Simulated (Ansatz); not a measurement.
# Cl2GeI: atomisation energy from a Python script

Computed with the Python package of Ansatz 0.2.0. Level of theory: B3LYP/def2-TZVP.

## 1. The structure

Bond lengths: Cl1–Ge2 2.178 Å, Ge2–Cl3 2.148 Å, Ge2–I4 2.523 Å. Angles: Cl1–Ge2–Cl3 108.6°, Cl1–Ge2–I4 110.2°, Cl3–Ge2–I4 107.9°.

No structure file is read: the coordinates are typed or built in the script.

## 2. The script

Contents of cl2gei.py:

```python
"""Energy to split Cl2GeI into its atoms."""

from collections import Counter

import ansatz as az


def energy(molecule, charge=0, unpaired=0):
    calc = molecule.calculation().basis(gaussian="def2-TZVP").functional("B3LYP")
    if charge:
        calc = calc.charge(charge)
    if unpaired:
        calc = calc.spin("collinear", total=unpaired)
    return calc.run().report["free_energy_ev"]

geometry = (
    az.Crystal.molecule()
    .atom("Cl", (0.4498, 0.4687, 1.9931))
    .atom("Ge", (-0.3799, -0.4142, 0.1836))
    .atom("Cl", (1.1733, -1.5088, -0.8181))
    .atom("I", (-1.1877, 1.394, -1.3789))
)

# unpaired electrons of the ground-state atoms
unpaired = {"Cl": 1, "Ge": 2, "I": 1}
counts = Counter(site.symbol for site in geometry.cartesian_sites)
atom_energy = {s: energy(az.Crystal.molecule().atom(s, (0, 0, 0)), 0, unpaired[s]) for s in counts}
whole = energy(geometry, 0, 1)
for s, e in atom_energy.items():
    print(f"{s:2s} x{counts[s]}  {e:14.5f} eV")
print(f"Cl2GeI: {whole:.5f} eV")
split = sum(counts[s] * e for s, e in atom_energy.items()) - whole
print(f"atomisation energy (no zero-point term): {96.485332 * split:.1f} kJ/mol, {split / sum(counts.values()):.3f} eV an atom")
```

## 3. The calls as engine input

The engine receives this input (first run):

```yaml
crystal:
  periodic: [false, false, false]
  atoms:
    - { symbol: Cl, position_ang: [0.0, 0.0, 0.0] }
basis:
  gaussian:
    orbitals: def2-TZVP
hamiltonian:
  xc: b3lyp
magnetization:
  spin_polarized: true
  initial_magnetization: 1.0
```

## 4. Launch

On the command line:

```bash
> python cl2gei.py
```

Q: Estimate wall time and peak memory on 1 thread of Arm Neoverse V2, shared host.

About 20 s, with a peak of 0.66 GiB.
